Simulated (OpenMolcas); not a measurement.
# Mo⁴⁺ among point charges: CASSCF levels and susceptibility

How does a field of 6 point charges split the states of Mo⁴⁺, and what χT follows?

The numbers are computed with OpenMolcas 26.06 (state-averaged CASSCF, spin-orbit coupling by RASSI with atomic mean-field integrals), except any that are marked as measured or tabulated.

1 further run of the same task is left out (it didn't finish).

## Step 1: What is computed

```
Species                           : Mo⁴⁺ (molybdenum, Z = 42, 38 electrons)
Basis                             : ANO-RCC-VTZP [7s6p4d2f1g], 68 functions
Scalar Hamiltonian                : DKH2, point nucleus
Inactive shells                   : 1s 2s 2p 3s 3p 3d 4s 4p
Active space                      : 2 electrons in 5 orbitals (4d)
Some configurations of this space : 4d²
Orbitals                          : optimised for each spin and parity, averaged over all roots
```

Outer shells as boxes (Hund's rule):

4d2
```
4d [↑ ][↑ ][  ][  ][  ]
```

The ion sits among 6 point charges of -1.7 e arranged as a tetragonal octahedron (D4h), 1.85 Å from the ion, with the axial distance 1.832 Å. The active orbitals were held to one l.

Each step is its own input file, run in one work folder so that later steps find the files of earlier ones. Labels, J, g values, rates, χT and fits are worked out afterwards by a script from the matrices that RASSI stores. The input lists half of the charges; inversion (Group=XYZ) makes the rest.

## Step 2: One- and two-electron integrals

Input file a.inp:

```
&GATEWAY
Coord
1

Mo 0.0 0.0 0.0
Basis=ANO-RCC-VTZP
Group=XYZ
NoMove
AngMom=0.0 0.0 0.0
AMFI
XField
3 Angstrom 0
1.850000 0.000000 0.000000 -1.700000
0.000000 1.850000 0.000000 -1.700000
0.000000 0.000000 1.831500 -1.700000
&SEWARD
```

On the command line:

```console
$ OMP_NUM_THREADS=1 MOLCAS_MEM=1689 MOLCAS_PROJECT=a pymolcas a.inp > a.log
```

Standard output:

```text
Basis set label: MO.ANO-RCC...7S6P4D2F1G.

      Electronic valence basis set:
      ------------------
      Associated Effective Charge  42.000000 au
      Associated Actual Charge     42.000000 au
      Nuclear Model: Point charge

      Shell  nPrim  nBasis  Cartesian Spherical Contaminant
         s      21       7        X
         p      18       6        X
         d      13       4                 X
         f       6       2                 X
         g       4       1                 X
                  Relativistic Douglas-Kroll-Hess integrals:
                    - DKH order of Hamiltonian: 2
                    - DKH order of Properties : 0
                  Atomic mean-field integrals
```

## Step 3: Reference wave functions, triplets of even parity, 10 roots

Input file a.inp:

```
&RASSCF
FileOrb=start.orb
Symmetry=1
Spin=3
nActEl=2 0 0
Inactive=9 9
Ras2=5 0
CIRoot=10 10 1
SDav=10
CIMx=300
Iter=120 100
PrWF=0.3
OrbListing=Nothing
MaxOrb=0
SupSym
1
20 4 5 6 7 8 10 11 12 13 14 18 19 20 21 22 23 24 25 26 27
0
>>> COPY $Project.JobIph JOB001
```

start.orb holds the contracted functions of the basis, ordered by shell, or the orbitals of the step before.

Standard output (excerpt; [...] marks lines left out):

```text
[...]
      Number of active orbitals                  5
[...]
      Spin quantum number                      1.0
[...]
      Active orbitals                            5   0
[...]
      Number of CSFs                            10
      Number of root(s) required                10
[...]
      Convergence after 31 iterations
[...]
      Natural orbitals and occupation numbers for root  1
      sym 1:   0.959037   0.959037   0.040963   0.040963   0.000000
      Natural orbitals and occupation numbers for root  2
      sym 1:   0.959037   0.040963  -0.000000   0.959037   0.040963
      Natural orbitals and occupation numbers for root  3
      sym 1:   0.048812   0.951188  -0.000000   0.951188   0.048812
::    RASSCF root number  1 Total energy:  -4054.27559484
::    RASSCF root number  2 Total energy:  -4054.27559484
::    RASSCF root number  3 Total energy:  -4054.27414837
[...]
::    RASSCF root number  7 Total energy:  -4054.16819182
::    RASSCF root number  8 Total energy:  -4054.16363810
::    RASSCF root number  9 Total energy:  -4054.16363810
::    RASSCF root number 10 Total energy:  -4054.15117962
```

## Step 4: Reference wave functions, singlets of even parity, 15 roots

Input file a.inp:

```
&RASSCF
FileOrb=start.orb
Symmetry=1
Spin=1
nActEl=2 0 0
Inactive=9 9
Ras2=5 0
CIRoot=15 15 1
SDav=15
CIMx=300
Iter=120 100
PrWF=0.3
OrbListing=Nothing
MaxOrb=0
SupSym
1
20 4 5 6 7 8 10 11 12 13 14 18 19 20 21 22 23 24 25 26 27
0
>>> COPY $Project.JobIph JOB002
```

On the command line:

```console
$ OMP_NUM_THREADS=1 MOLCAS_MEM=1689 MOLCAS_PROJECT=a pymolcas a.inp > a.log
```

Standard output (excerpt; [...] marks lines left out):

```text
[...]
      Number of active orbitals                  5
[...]
      Spin quantum number                      0.0
[...]
      Active orbitals                            5   0
[...]
      Number of CSFs                            15
      Number of root(s) required                15
[...]
      Convergence after  9 iterations
[...]
      Natural orbitals and occupation numbers for root  1
      sym 1:   0.964856   0.964856  -0.000000   0.035144   0.035144
      Natural orbitals and occupation numbers for root  2
      sym 1:   0.964856   0.035144   0.035144   0.964856  -0.000000
      Natural orbitals and occupation numbers for root  3
      sym 1:   1.365338   0.307753   0.008639   0.307753   0.010518
::    RASSCF root number  1 Total energy:  -4054.22092510
::    RASSCF root number  2 Total energy:  -4054.22092510
::    RASSCF root number  3 Total energy:  -4054.22029385
[...]
::    RASSCF root number 12 Total energy:  -4054.13743222
::    RASSCF root number 13 Total energy:  -4054.08457743
::    RASSCF root number 14 Total energy:  -4054.08442538
::    RASSCF root number 15 Total energy:  -4053.99787560
```

## Step 5: State interaction with spin-orbit coupling

Input file a.inp:

```
&RASSI
NrOfJobIphs=2 10 15
1 2 3 4 5 6 7 8 9 10
1 2 3 4 5 6 7 8 9 10 11 12 13 14 15
IphNames
JOB001
JOB002
EJob
SpinOrbit
DIPRint=1.0
SOCoupling=1000.0
Subsets=2
Property=9
'ANGMOM' 1 'ANGMOM' 2 'ANGMOM' 3 'MLTPL  1' 1 'MLTPL  1' 2 'MLTPL  1' 3
'AMFI' 1 'AMFI' 2 'AMFI' 3
SOProperty=3
'ANGMOM' 1 'ANGMOM' 2 'ANGMOM' 3
```

On the command line:

```console
$ OMP_NUM_THREADS=1 MOLCAS_MEM=1689 MOLCAS_PROJECT=a pymolcas a.inp > a.log
```

Standard output (excerpt; [...] marks lines left out):

```text
SPIN-FREE ENERGIES:
  (Shifted by EMIN (a.u.) =      -4054.2755948438)
 SF State       Relative EMIN(au)   Rel lowest level(eV)    D:o, cm**(-1)      L_eff
     1             0.0000000000        0.0000000000              0.0000         2.9
     2             0.0000000000        0.0000000000              0.0000         2.9
     3             0.0014464748        0.0393605849            317.4645         2.9
    11             0.0546697466        1.4876395897          11998.6225         2.9
    12             0.0546697466        1.4876395897          11998.6225         2.9
    13             0.0553009915        1.5048166391          12137.1647         3.1
    14             0.0564023405        1.5347858715          12378.8829         2.9
    15             0.0576482880        1.5686898304          12652.3368         3.1
     4             0.0583447678        1.5876420122          12805.1964         3.0
     5             0.0583447678        1.5876420122          12805.1964         3.0
[...]
Eigenvalues of complex Hamiltonian:
   -----------------------------------
  (Shifted by EMIN (a.u.) =      -4054.2755948438)
 SO State       Relative EMIN(au)   Rel lowest level(eV)    D:o, cm**(-1)     J-value
     1            -0.0036053471        0.0000000000              0.0000         1.9
     2            -0.0031848030        0.0114435878             92.2988         2.0
     3            -0.0026640726        0.0256133844            206.5859         2.1
     4            -0.0025016436        0.0300333033            242.2349         2.1
     5            -0.0025016436        0.0300333034            242.2349         2.1
     6             0.0023232665        0.1613257956           1301.1803         2.2
     7             0.0030888694        0.1821589125           1469.2107         3.0
     8             0.0030888694        0.1821589125           1469.2107         3.0
     9             0.0055254885        0.2484626951           2003.9868         3.1
    10             0.0509742899        1.4851875844          11978.8457         2.4
    11             0.0509742899        1.4851875832          11978.8457         2.4
[...]
```

These steps: 7.4 s of run time, 1 thread of Arm Neoverse V1, shared host.

States without spin-orbit coupling:

```tsv
state	degeneracy	E (cm-1)	free-ion L (%)
3E	2	0	F (94)
3A2	1	317	F (94)
1E	2	11999	D (62)
1A1	1	12137	D (52)
1B2	1	12379	D (62)
1B1	1	12652	D (52)
3E	2	12805	F (100)
3B2	1	13096	F (100)
3A2	1	23572	P (94)
3E	2	24572	P (94)
1A1	1	24677	G (76)
1E	2	26966	G (63)
1B2	1	27296	G (62)
3B1	1	27306	F (100)
1A2	1	29223	G (100)
1E	2	30323	G (99)
1A1	1	41923	G (52)
1B1	1	41957	G (52)
1A1	1	60952	S (76)
```

With spin-orbit coupling:

```
E (cm-1)  Degeneracy  Label  2S+1               g
     0.0           1     B1     3                
    92.3           1     B2     3                
   206.6           1     A1     3                
   242.2           2      E     3  0.00 0.00 0.01
    1301           1     A2     3                
    1469           2      E     3  0.00 0.00 1.26
    2004           1     A1     3                
   11979           2      E     1  0.00 0.00 1.22
   12196           1     B2     1                
   12876           1     A1     1                
   13245           1     B1     3                
   13390           1     B1     1                
   13841           1     A2     3                
   13912           1     A1     3                
   13949           2      E     3  0.00 0.00 1.57
   14123           1     B1     3                
   14273           1     B2     3                
   14294           2      E     3  0.00 0.00 2.37
   23731           1     A1     3                
   24242           2      E     3  0.00 0.00 3.72
   24990           1     A2     3                
   25170           1     A1     3                
   25412           2      E     3  0.00 0.00 1.57
   25646           1     B2     3
```

Principal g values are given for doublets only; a zero marks a field direction without first-order Zeeman splitting.

Powder χT (cm³ K/mol): 0.00 at 2 K, 0.01 at 5 K, 0.01 at 10 K, 0.02 at 20 K, 0.05 at 50 K, 0.11 at 100 K, 0.16 at 150 K, 0.20 at 200 K, 0.24 at 250 K, 0.28 at 300 K.

Orbitals of the lowest block (energies include the constant potential of the surroundings):

```tsv
shell	space	energy (hartree)	mean occupation	⟨r²⟩ (bohr²)
1s	inactive	-737.5977	2.000	0.00163
2s	inactive	-106.0397	2.000	0.0277
2p	inactive	-94.4937	6.000	0.0219
3s	inactive	-18.3361	2.000	0.208
3p	inactive	-14.4378	6.000	0.213
3d	inactive	-8.0754	10.000	0.205
4s	inactive	-1.7417	2.000	1.35
4p	inactive	-0.5493	6.000	1.64
4d	RAS2		2.000	2.84
```

## Step 6: Summary of results

```
                                            quantity                           value
                                              method                          CASSCF
                              spin-free ground state  3E, 2-fold in its orbital part
first state of the same spin within the active space                 3A2 at 317 cm⁻¹
                                        lowest level                       1-fold B1
                                          next level                       92.3 cm⁻¹
                                         χT at 300 K                  0.28 cm³ K/mol
                           effective moment at 300 K                         1.51 μB
```

**Reading.** The spin-free ground state (3E) comes to 94 % from free-ion F terms and keeps the highest spin of the shell. χT at 300 K is 0.28, against 1.00 cm³ K/mol for the spin alone, so spin-orbit coupling lowers it. The field of point charges can differ much from that of real complexes. Point charges carry no covalency, so the field is a model and not that of real ligands.
